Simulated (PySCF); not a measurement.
# C7H12O2: magnetic properties

Aim: compute the magnetic properties of C7H12O2 (`CO[C@H]1C=COCCC1`).

Programs: PySCF 2.14.0, with routines of our own; each step states its level. All values are computed. Atoms count from 0.

### Step 1. The system as given

21 atoms, charge 0, multiplicity 1; geometry from: GFN2-xTB.

### Step 2. Magnetic properties: GIAO B3LYP/pcSseg-1

Job settings and geometry (Å):

```
{"job": {"kind": "mag", "xc": "B3LYP", "basis": "pcSseg-1", "isotopologues": 0}, "charge": 0, "multiplicity": 1}
C      1.788538     1.560853     1.013233
O      1.166156     0.309155     0.901445
C      0.919398    -0.112088    -0.435937
C      0.723715    -1.608510    -0.464118
C     -0.421220    -2.265197    -0.304906
O     -1.641028    -1.795304     0.027391
C     -1.677887    -0.546777     0.696777
C     -1.521656     0.671861    -0.209655
C     -0.273934     0.604590    -1.097271
H      1.961782     1.722057     2.075935
H      2.749011     1.576659     0.481837
H      1.160212     2.371209     0.626389
H      1.817428     0.111397    -1.038366
H      1.606237    -2.191790    -0.672831
H     -0.459839    -3.339359    -0.442744
H     -0.891089    -0.530882     1.459446
H     -2.656414    -0.516999     1.185182
H     -1.468724     1.545440     0.442779
H     -2.402988     0.777096    -0.845539
H      0.013669     1.618173    -1.386422
H     -0.500285     0.055359    -2.013094
```

Level: GIAO B3LYP/pcSseg-1 magnetisability, rotational g tensor and spin-rotation constants, non-relativistic, gas phase.

The run is started by

```bash
$ OMP_NUM_THREADS=1 python excited_run.py task.json out
```

The driver reads the jobs from task.json and runs them one after another.

Standard output:

```text
coarse grid: 17216 points
cycle   1  E = -424.1089472055  dE =  1.242e+00  |g| = 8.007e-01  |ddm| = 4.062e+00
cycle   2  E = -423.9604591827  dE =  1.485e-01  |g| = 1.209e+00  |ddm| = 1.879e+00
cycle   3  E = -424.2283597990  dE = -2.679e-01  |g| = 1.418e-01  |ddm| = 1.307e+00
cycle   4  E = -424.2316688015  dE = -3.309e-03  |g| = 5.610e-02  |ddm| = 1.442e-01
cycle   5  E = -424.2323321185  dE = -6.633e-04  |g| = 1.862e-02  |ddm| = 5.664e-02
cycle   6  E = -424.2323967631  dE = -6.464e-05  |g| = 9.180e-03  |ddm| = 2.252e-02
cycle   7  E = -424.2324154667  dE = -1.870e-05  |g| = 1.331e-03  |ddm| = 8.346e-03
cycle   8  E = -424.2324157823  dE = -3.156e-07  |g| = 3.832e-04  |ddm| = 1.264e-03
final grid: 165336 points
cycle   9  E = -424.3281698110  dE = -6.464e-05  |g| = 8.719e-03  |ddm| = 3.757e-02
cycle  10  E = -424.3281528456  dE =  1.697e-05  |g| = 1.283e-02  |ddm| = 1.497e-02
cycle  11  E = -424.3281856495  dE = -3.280e-05  |g| = 1.824e-03  |ddm| = 9.660e-03
cycle  12  E = -424.3281863200  dE = -6.705e-07  |g| = 3.926e-04  |ddm| = 1.858e-03
cycle  13  E = -424.3281863471  dE = -2.711e-08  |g| = 1.841e-04  |ddm| = 4.803e-04
cycle  14  E = -424.3281863545  dE = -7.366e-09  |g| = 4.928e-05  |ddm| = 2.050e-04
cycle  15  E = -424.3281863549  dE = -4.709e-10  |g| = 1.208e-05  |ddm| = 5.398e-05
converged SCF energy = -424.3281863549

Magnetisability tensor (1e-30 J/T^2)
    -1267.67      -17.36       17.13
      -17.36    -1394.53        0.97
       17.13        0.97    -1316.72
isotropic -1326.31   principal values   -1397.00  -1321.62  -1260.30
isotropic susceptibility -79.872 1e-6 cm^3/mol

Inertial axes            a          b          c
rot. const./GHz      2.6140     1.3876     1.1620
chi total           -80.715    -79.285    -79.616
chi diamagnetic    -602.158   -997.287  -1170.812
chi paramagnetic    521.443    918.002   1091.196
quadrupole/D A        0.387      2.389     -2.776
g nuclear            0.6200     0.5859     0.5870
g electronic        -0.6404    -0.5984    -0.5957
g total             -0.0204    -0.0125    -0.0086

Spin-rotation constants (kHz, H = +C I.J)
atom  isotope        aa         bb         cc
  9     1H       -0.232     -0.144      0.047
 10     1H       -0.156     -0.064     -0.066
 11     1H       -0.275      0.027     -0.080
 12     1H       -0.071     -0.111     -0.054
 13     1H       -0.266      0.120     -0.136
 14     1H        0.004     -0.005     -0.121
 15     1H       -0.106     -0.086     -0.029
 16     1H       -0.150     -0.033     -0.074
 17     1H       -0.117     -0.084     -0.099
 18     1H       -0.147     -0.078     -0.077
 19     1H       -0.053     -0.109     -0.090
 20     1H       -0.140     -0.142     -0.035
  0    13C*       0.396      0.322      0.284
  1    17O*      -0.270     -0.168     -0.082
  2    13C*       0.694      0.370      0.234
  3    13C*       0.660      0.625      0.207
  4    13C*       0.967      0.674      0.282
  5    17O*      -0.596     -0.296     -0.101
  6    13C*       0.623      0.307      0.283
  7    13C*       0.460      0.238      0.198
  8    13C*       0.490      0.212      0.201
* in the singly substituted isotopologue
```

It took 46 s on 1 thread of Arm Neoverse V1, shared host; peak memory 1.1 GiB.

Key values:

| quantity | value |
| --- | --- |
| magnetisability | -1326·10⁻³⁰ J/T² |
| molar susceptibility | -79.9·10⁻⁶ cm³/mol |
| rotational g (a, b, c) | -0.0204, -0.0125, -0.0086 |

### Step 3. Magnetic properties: GIAO HF/pcSseg-1

The job, as its differences from that of step 2:

```diff
@@ -1,2 +1,2 @@
-{"job": {"kind": "mag", "xc": "B3LYP", "basis": "pcSseg-1", "isotopologues": 0}, "charge": 0, "multiplicity": 1}
+{"job": {"kind": "mag", "xc": "HF", "basis": "pcSseg-1"}, "charge": 0, "multiplicity": 1}
 C      1.788538     1.560853     1.013233
```

Level: GIAO HF/pcSseg-1 magnetisability, rotational g tensor and spin-rotation constants, non-relativistic, gas phase.

Standard output:

```text
final grid: 165336 points
cycle   1  E = -421.5134701231  dE =  2.277e+00  |g| = 7.528e-01  |ddm| = 3.941e+00
cycle   2  E = -421.6374888269  dE = -1.240e-01  |g| = 3.795e-01  |ddm| = 7.336e-01
cycle   3  E = -421.6637056253  dE = -2.622e-02  |g| = 9.691e-02  |ddm| = 3.152e-01
cycle   4  E = -421.6660921408  dE = -2.387e-03  |g| = 1.990e-02  |ddm| = 1.026e-01
cycle   5  E = -421.6662129820  dE = -1.208e-04  |g| = 5.521e-03  |ddm| = 2.899e-02
cycle   6  E = -421.6662236421  dE = -1.066e-05  |g| = 1.528e-03  |ddm| = 7.682e-03
cycle   7  E = -421.6662253686  dE = -1.727e-06  |g| = 7.830e-04  |ddm| = 3.489e-03
cycle   8  E = -421.6662256598  dE = -2.912e-07  |g| = 2.565e-04  |ddm| = 1.420e-03
cycle   9  E = -421.6662257127  dE = -5.295e-08  |g| = 9.984e-05  |ddm| = 6.344e-04
cycle  10  E = -421.6662257185  dE = -5.758e-09  |g| = 3.793e-05  |ddm| = 2.012e-04
cycle  11  E = -421.6662257194  dE = -8.727e-10  |g| = 1.163e-05  |ddm| = 7.992e-05
converged SCF energy = -421.6662257194

Magnetisability tensor (1e-30 J/T^2)
    -1333.54      -23.66        6.58
      -23.66    -1454.30      -11.34
        6.58      -11.34    -1397.36
isotropic -1395.07   principal values   -1460.35  -1396.85  -1328.00
isotropic susceptibility -84.013 1e-6 cm^3/mol

Inertial axes            a          b          c
rot. const./GHz      2.6140     1.3876     1.1620
chi total           -85.239    -82.710    -84.089
chi diamagnetic    -602.192   -997.650  -1170.769
chi paramagnetic    516.953    914.940   1086.679
quadrupole/D A        0.244      2.806     -3.050
g nuclear            0.6200     0.5859     0.5870
g electronic        -0.6349    -0.5965    -0.5932
g total             -0.0149    -0.0105    -0.0062

Spin-rotation constants (kHz, H = +C I.J)
atom  isotope        aa         bb         cc
  9     1H       -0.236     -0.143      0.041
 10     1H       -0.166     -0.066     -0.070
 11     1H       -0.282      0.021     -0.085
 12     1H       -0.089     -0.113     -0.059
 13     1H       -0.270      0.115     -0.136
 14     1H       -0.008     -0.006     -0.122
 15     1H       -0.120     -0.089     -0.033
 16     1H       -0.154     -0.039     -0.076
 17     1H       -0.128     -0.088     -0.101
 18     1H       -0.155     -0.080     -0.079
 19     1H       -0.066     -0.111     -0.093
 20     1H       -0.151     -0.142     -0.040
  0    13C*       0.350      0.279      0.243
  1    17O*      -0.183     -0.116     -0.048
  2    13C*       0.584      0.315      0.198
  3    13C*       0.598      0.613      0.174
  4    13C*       0.861      0.687      0.244
  5    17O*      -0.462     -0.217     -0.064
  6    13C*       0.535      0.264      0.244
  7    13C*       0.385      0.205      0.169
  8    13C*       0.417      0.185      0.172
* in the singly substituted isotopologue
```

Run time: 24 s. Hardware: 1 thread of Arm Neoverse V1, shared host; peak memory 1.1 GiB.

In short:

```csv
quantity,value
magnetisability,-1395·10⁻³⁰ J/T²
molar susceptibility,-84.0·10⁻⁶ cm³/mol
"rotational g (a, b, c)","-0.0149, -0.0105, -0.0062"
```

### Step 4. Magnetic properties side by side

| level | ξ (10⁻³⁰ J/T²) | g(a) | g(b) | gap (eV) | functions | time |
| --- | --- | --- | --- | --- | --- | --- |
| GIAO B3LYP/pcSseg-1 | -1326 | -0.0204 | -0.0125 | 6.76 | 213 | 46 s |
| GIAO HF/pcSseg-1 | -1395 | -0.0149 | -0.0105 | 13.24 | 213 | 24 s |

### Step 5. What came out

| quantity | value |
| --- | --- |
| magnetisability (step 2, GIAO B3LYP/pcSseg-1) | -1326·10⁻³⁰ J/T² |
| molar susceptibility (step 2, GIAO B3LYP/pcSseg-1) | -79.9·10⁻⁶ cm³/mol |
| rotational g (a, b, c) (step 2, GIAO B3LYP/pcSseg-1) | -0.0204, -0.0125, -0.0086 |
| magnetisability over the levels | -1395 to -1326·10⁻³⁰ J/T² |

What this shows: The magnetisability spreads by 5.1 % over 2 levels, from GIAO HF/pcSseg-1 (24 s) to GIAO B3LYP/pcSseg-1 (46 s); the runs took 24 s to 46 s. Two levels can agree by chance, so this spread shows no convergence. Vibrational averaging and real surroundings are missing from these values.
